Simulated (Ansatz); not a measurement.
# PBE-QIDH/def2-SVP run of C4H4O (furan)

What is the electronic atomisation energy of C4H4O (furan) at PBE-QIDH/def2-SVP? 

The results are computed with Ansatz 0.2.0.

40 further runs of the same task are left out: 40 set aside as unsound or not needed.

## 1. The molecule

The species is C4H4O (9 atoms), meant as a singlet with charge 0. As SMILES, `c1ccoc1`. The coordinates come from a PBE0-D4/def2-TZVP relaxation.

Bond lengths: C1–C2 1.427 Å, C2–C3 1.353 Å, C3–O4 1.351 Å, C1–C5 1.353 Å, O4–C5 1.351 Å, C1–H6 1.078 Å, C2–H7 1.078 Å, C3–H8 1.077 Å, C5–H9 1.077 Å. Some angles: C1–C2–C3 106.0°, C2–C1–C5 106.0°, C2–C3–O4 110.5°, C3–O4–C5 107.0°, C1–C5–O4 110.5°, C1–C2–H7 127.6°, C3–C2–H7 126.5°, C2–C1–H6 127.6°, C5–C1–H6 126.5°, C2–C3–H8 133.4°.

## 2. A single-point energy at PBE-QIDH/def2-SVP

Contents of in.yaml:

```yaml
crystal:
  periodic: [false, false, false]
  atoms:
    - {symbol: C, position_ang: [0.281100, 0.977400, -0.084000]}
    - {symbol: C, position_ang: [0.817600, -0.248800, -0.579600]}
    - {symbol: C, position_ang: [-0.000500, -1.224800, -0.122600]}
    - {symbol: O, position_ang: [-1.001000, -0.697400, 0.616400]}
    - {symbol: C, position_ang: [-0.817300, 0.641100, 0.630900]}
    - {symbol: H, position_ang: [0.663600, 1.973100, -0.240900]}
    - {symbol: H, position_ang: [1.694300, -0.382300, -1.192800]}
    - {symbol: H, position_ang: [-0.006600, -2.296600, -0.230700]}
    - {symbol: H, position_ang: [-1.542600, 1.212000, 1.186300]}
basis:
  gaussian:
    orbitals: def2-SVP
hamiltonian:
  xc: {name: PBE-QIDH}
correlation:
  frozen_orbitals: {C: 1, H: 0, O: 1}
accuracy: high
output: {orbitals: {seedname: orbitals}}
```

Launch:

```console
$ ansatz run in.yaml --threads 1 --pin off --max-ram 3480MiB --events-out events.jsonl --progress --plain --runs-dir runs
```

The log of the run:

```text
Warning: RAYON_NUM_THREADS=1 ignored (pool sized by the plan → 1); use --threads N
Functional definition: PBE-QIDH
  name "PBE-QIDH"
  parameter a = 3^(-1/3)
  parameter c = 1/3
  exchange = (1 - a)*pbe_x + a*exact_x
  correlation = (1 - c)*pbe_c + c*(mp2_os + mp2_ss)
2169 factors; integrals over basis functions are off by at most 3.3e-9 eV
mean field evaluation 1: about -6235.3232 eV, gradient 2.9e1 eV
mean field evaluation 2: about -6235.3314 eV, gradient 2.9e1 eV
mean field evaluation 4: about -6237.5097 eV, gradient 4.0e0 eV
mean field evaluation 8: about -6237.5507 eV, gradient 2.9e-1 eV
mean field evaluation 16: about -6237.5509 eV, gradient 3.7e-5 eV
mean field -6237.55090985 eV, -229.2257679732 hartree, gradient 1.3e-8 eV, S^2 0.000000; 0 other end points of the search recorded, 0 dependent functions left out
5 core orbitals not correlated: weight in the atoms' cores, before any rotation towards them, 1.000 or more for the frozen orbitals, at most 0.000 for the correlated occupied ones
reference -6237.55091071 eV, -229.2257680048 hartree; 13, 13 occupied and 72, 72 virtual orbitals, 2169 factors
second order -21.76625207 eV of doubles, -0.00000000 eV of singles
Total energy: -6244.80632807 eV, -229.4923996748 hartree
```

It took 8.1 s on 1 thread of Arm Neoverse V2, shared host; peak memory 0.3 GiB.

## 3. The C atom

Contents of job.yaml:

```yaml
crystal:
  periodic: [false, false, false]
  atoms:
    - symbol: C
      position_ang: [0.000000, 0.000000, 0.000000]
basis:
  gaussian:
    orbitals: def2-SVP
correlation:
  frozen_orbitals: {C: 1}
magnetization:
  spin_polarized: true
  initial_magnetization: 2
accuracy: high
hamiltonian:
  xc: {name: PBE-QIDH}
```

Run the same way, it converges to -37.74856 Eh (log not shown).

## 4. The H atom

Contents of run.yaml:

```yaml
crystal:
  periodic: [false, false, false]
  atoms:
    - {symbol: H, position_ang: [0.000000, 0.000000, 0.000000]}
basis:
  gaussian: {orbitals: def2-SVP}
accuracy: high
magnetization: {spin_polarized: true, initial_magnetization: 1}
hamiltonian: {xc: {name: PBE-QIDH}}
correlation: {frozen_orbitals: {H: 0}}
```

Run the same way, it converges to -0.50124 Eh (log not shown).

## 5. The O atom

Contents of job.yaml:

```yaml
crystal:
  periodic: [false, false, false]
  atoms:
    - {symbol: O, position_ang: [0.000000, 0.000000, 0.000000]}
basis:
  gaussian:
    orbitals: def2-SVP
magnetization:
  spin_polarized: true
  initial_magnetization: 2
hamiltonian:
  xc: {name: PBE-QIDH}
correlation:
  frozen_orbitals: {O: 1}
accuracy: high
```

Run the same way, it converges to -74.90175 Eh (log not shown).

## 6. What came out

Level: PBE-QIDH/def2-SVP, 5 core orbitals frozen.

| quantity | value |
| --- | --- |
| molecule: total energy | -229.49240 Eh |
| molecule: HOMO energy (SCF part's orbitals) | -8.22 eV |
| molecule: LUMO energy (SCF part's orbitals) | 2.51 eV |
| molecule: HOMO–LUMO gap (SCF part's orbitals) | 10.73 eV |
| C atom: total energy | -37.74856 Eh |
| C atom: ⟨S²⟩ | 2.004 |
| H atom: total energy | -0.50124 Eh |
| H atom: ⟨S²⟩ | 0.750 |
| O atom: total energy | -74.90175 Eh |
| O atom: ⟨S²⟩ | 2.004 |
| electronic atomisation energy | 43.305 eV |

What this shows: Taking the molecule apart into free atoms costs 43.31 eV (999 kcal/mol), before zero-point energy and without spin-orbit coupling.
